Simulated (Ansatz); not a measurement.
# W: the cost of one run

Method: DFT PBEsol, scalar-relativistic, plane waves, PAW, in Ansatz 0.2.0.

### 1 The structure to begin with

The structure is cubic, space group Fm-3m (No. 225). The conventional cell has a = 4.060 Å, b = 4.060 Å, c = 4.060 Å, α = 90.00°, β = 90.00°, γ = 90.00°. W (site symmetry m-3m) is surrounded by 12 W at 2.87 Å.

As a file:

```
W
1.0
     2.03000   -2.03000    0.00000
     2.03000    0.00000   -2.03000
     8.12000    8.12000    8.12000
W
6
Cartesian
  4.0600 0.0000 0.0000
  0.0000 0.0000 0.0000
  4.0600 2.0300 2.0300
  8.1200 4.0600 4.0600
  4.0600 4.0600 4.0600
  8.1200 6.0900 6.0900
```

No relaxation comes first: the listed cell is the starting point.

### 2 The reference: the undisturbed cell on the scan's mesh

Contents of input.yaml:

```yaml
crystal:
  lattice:
    - [2.03, -2.03, 0.0]
    - [2.03, 0.0, -2.03]
    - [8.12, 8.12, 8.12]
  atoms:
    - { symbol: W, position: [0.6666666667, 0.6666666667, 0.1666666667] }
    - { symbol: W, position: [0.0, 0.0, 0.0] }
    - { symbol: W, position: [0.3333333333, 0.3333333333, 0.3333333333] }
    - { symbol: W, position: [0.6666666667, 0.6666666667, 0.6666666667] }
    - { symbol: W, position: [0.0, 0.0, 0.5] }
    - { symbol: W, position: [0.3333333333, 0.3333333333, 0.8333333333] }
basis:
  ecutwfc: 420
kpoints:
  mp_grid: { grid: [19, 19, 4] }
hamiltonian:
  xc: pbesol
scf:
  occupations: { method: gaussian, width: 0.15 }
output:
  forces: true
  stress: true
  eigenvalues: true
```

Run with:

```console
$ ansatz run input.yaml --threads 2 --pin off --max-ram 5120MiB --backend cpu --events-out ev --progress --plain --runs-dir out
```

Q: Estimate wall time and peak memory on 2 threads of Intel Xeon Platinum 8259CL at 2.50GHz (Skylake/Cascade Lake), shared host.

About 20 s, with a peak of 0.79 GiB.
